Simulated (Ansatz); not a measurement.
# Al2RhI4: the cost of one run

Method: DFT PBE, scalar-relativistic, plane waves, PAW, unless a step names another level, in Ansatz 0.2.0.

18 further runs of the same task are left out: 9 that didn't finish, 9 set aside as unsound or not needed.

### Step 1. The formula and the candidates

Pauling electronegativities: Al 1.61, Rh 2.28, I 2.66 (spread 1.05). No set of common oxidation states balances it. Tabulated atomic sizes suggest about 31 Å³/atom. 20 candidates were drawn, by swapping species into database cells of other compounds, at random by space group and Wyckoff sites, or by hand, as the table says:

| name | made from | space group no. | Wyckoff sites | atoms (primitive cell) | V (Å³/atom) |
| --- | --- | --- | --- | --- | --- |
| c01 | random | 191 | Al 2e; Rh 1a; I 3f, 1b | 7 | 31.3 |
| c02 | random | 183 | Al 1a, 1a; Rh 1a; I 3c, 1a | 7 | 39.9 |
| c03 | random | 191 | Al 2d; Rh 1b; I 4h | 7 | 40.1 |
| c04 | database cell of TbTi2Ga4 | 139 | Al 4d; Rh 2a; I 8h | 7 | 31.5 |
| c05 | random | 191 | Al 2d; Rh 1a; I 2e, 2c | 7 | 34.8 |
| c06 | random | 123 | Al 2g; Rh 1a; I 4n | 7 | 33.2 |
| c07 | random | 174 | Al 2i; Rh 1a; I 3j, 1c | 7 | 32.9 |
| c08 | database cell of Nd2CoSb4 | 115 | Al 2g; Rh 1b; I 2g, 1c, 1d | 7 | 32.1 |
| c09 | random | 187 | Al 1b, 1f; Rh 1a; I 3j, 1c | 7 | 38.8 |
| c10 | random | 99 | Al 2c; Rh 1a; I 4d | 7 | 33.6 |
| c11 | random | 187 | Al 2g; Rh 1a; I 2h, 2i | 7 | 32.7 |
| c12 | random | 189 | Al 2d; Rh 1b; I 3g, 1a | 7 | 36.9 |
| c13 | database cell of Ga2FeS4 | 164 | Al 2d; Rh 1b; I 2d, 2d | 7 | 31.6 |
| c14 | random | 166 | Al 6c; Rh 3a; I 6c, 6c | 7 | 37.4 |
| c15 | random | 191 | Al 2c; Rh 1a; I 4h | 7 | 34.5 |
| c16 | random | 115 | Al 2g; Rh 1b; I 2f, 2g | 7 | 36.8 |
| c17 | database cell of Li2CuF4 | 65 | Al 4f; Rh 2a; I 4i, 4h | 7 | 30.2 |
| c18 | database cell of Nb2CuS4 | 156 | Al 1b, 1a; Rh 1b; I 1b, 1a, 1a, 1b | 7 | 29.6 |
| c19 | random | 191 | Al 2e; Rh 1b; I 4h | 7 | 37.2 |
| c20 | random | 123 | Al 2f; Rh 1c; I 4o | 7 | 31.2 |

### Step 2. Screening run of c03

input.yaml

```yaml
crystal:
  lattice:
    - [6.0422072, 0.0, 0.0]
    - [-3.0211036, 5.23270493, 0.0]
    - [0.0, 0.0, 8.87302653]
  atoms:
    - { symbol: Al, position: [0.33333333, 0.66666667, 0.5] }
    - { symbol: Al, position: [0.66666667, 0.33333333, 0.5] }
    - { symbol: Rh, position: [0.0, 0.0, 0.5], spin: 1.0 }
    - { symbol: I, position: [0.33333333, 0.66666667, 0.75526462] }
    - { symbol: I, position: [0.33333333, 0.66666667, 0.24473538] }
    - { symbol: I, position: [0.66666667, 0.33333333, 0.24473538] }
    - { symbol: I, position: [0.66666667, 0.33333333, 0.75526462] }
basis:
  ecutwfc: 420
kpoints:
  mp_grid: { grid: [3, 3, 2] }
hamiltonian:
  xc: pbe
scf:
  occupations: { method: gaussian, width: 0.2 }
  lower_state_search: "off"
output:
  forces: true
  stress: true
  eigenvalues: true
  populations: true
magnetization:
  spin_polarized: true
relax:
  adjacent_minimum: "off"
  f_tol: 0.08
  max_steps: 16
  cell: { stress_tol: 0.8 }
```

On the command line:

```
$ ansatz run input.yaml --threads 1 --pin off --max-ram 2560MiB --backend cpu --events-out ev --progress --plain --runs-dir out
```

**Question.** How long does this run take on 1 thread of Arm Neoverse V1, shared host, and how much memory does it need?

About 4.6 min, with a peak of 0.64 GiB.
